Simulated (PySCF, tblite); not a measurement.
# C₄H₈N₂Si₂: geometry, infrared bands and NMR shifts

Wanted: the infrared bands and NMR shifts of C₄H₈N₂Si₂ (`c1ncn2c1C[SiH2][SiH2]2`), by calculation.

Computed with tblite 0.8.0 and PySCF 2.14.0, with density-fitted response routines of our own, on a single molecule in the gas phase. Atoms are numbered from 0 throughout.

## Step 1: The starting structure

16 atoms, charge 0, multiplicity 1; geometry from: force field or distance geometry start.

Bonds of the start (Å): C0–N1 1.37, N1–C2 1.32, C2–N3 1.36, N3–C4 1.36, C4–C5 1.50, C5–Si6 1.90, Si6–Si7 2.34, C4–C0 1.39, Si7–N3 1.75, C0–H8 1.08, C2–H9 1.08, C5–H10 1.09, C5–H11 1.10, Si6–H12 1.49, Si6–H13 1.49, Si7–H14 1.48, Si7–H15 1.49.

## Step 2: Optimising the geometry with GFN2-xTB

What the job is given:

```
{"job": {"kind": "relax", "xc": "GFN2-xTB", "basis": "xTB"}, "charge": 0, "multiplicity": 1}
C      1.784200     0.072900    -1.357900
N      2.636300     0.723300    -0.508400
C      1.969900     0.921700     0.614400
N      0.703300     0.446800     0.478100
C      0.546600    -0.113800    -0.751900
C     -0.743900    -0.737300    -1.207400
Si    -2.048500    -0.635800     0.176600
Si    -0.598600     0.453300     1.653300
H      2.092300    -0.216500    -2.351700
H      2.340500     1.411800     1.503300
H     -1.119300    -0.220000    -2.094400
H     -0.575400    -1.790100    -1.465100
H     -3.217900     0.202500    -0.208700
H     -2.447000    -1.992800     0.653700
H     -0.284400    -0.351800     2.859900
H     -1.045600     1.834600     1.994800
```

Launch:

```
OMP_NUM_THREADS=1 python probes_run.py task.json out
```

The driver reads the jobs from task.json and runs them one after another.

**Question.** This job is followed by: GFN2-xTB harmonic vibrations, gas phase; GIAO PBE0/pcSseg-1 NMR shielding, non-relativistic, gas phase. What will the session give for the following? strongest single infrared mode (GFN2-xTB); zero-point energy (GFN2-xTB); 13C shifts against TMS (PBE0/pcSseg-1); 1H shifts against TMS (PBE0/pcSseg-1, means over atoms taken as alike); 15N shifts against NH3 (PBE0/pcSseg-1); 29Si shifts against TMS (PBE0/pcSseg-1).

The runs gave:

```
                                                              quantity                             value
                             strongest single infrared mode (GFN2-xTB)             2225 cm⁻¹, 882 km/mol
                                          zero-point energy (GFN2-xTB)                     68.5 kcal/mol
                                13C shifts against TMS (PBE0/pcSseg-1)      141.3, 140.8, 134.3, 3.8 ppm
1H shifts against TMS (PBE0/pcSseg-1, means over atoms taken as alike)  7.24, 7.07, 5.23, 4.47, 2.64 ppm
                                15N shifts against NH3 (PBE0/pcSseg-1)                  326.5, 191.6 ppm
                               29Si shifts against TMS (PBE0/pcSseg-1)                  -54.8, -59.4 ppm
```

In words: Over 23 steps the energy fell by 0.253 eV; of the close pairs, C0–C4 changed most, 1.391 to 1.363 Å. The lowest mode is slightly imaginary (16i cm⁻¹), a soft motion within the noise of the Hessian, so the minimum is not strictly shown. The strongest single mode, at 2225 cm⁻¹, has its largest shares on H15, H14, H13 and H12 (the list is cut at 4 atoms). GFN2-xTB is a fitted tight-binding method: band positions and strengths are rough. Its intensities can rank the bands wrongly. At PBE0/pcSseg-1: The widest tensor belongs to N1: span 483 ppm, with a paramagnetic part of -395 ppm. NICS(1)zz of -27 ppm above the planar ring from C0 marks a diatropic (aromatic) ring current.
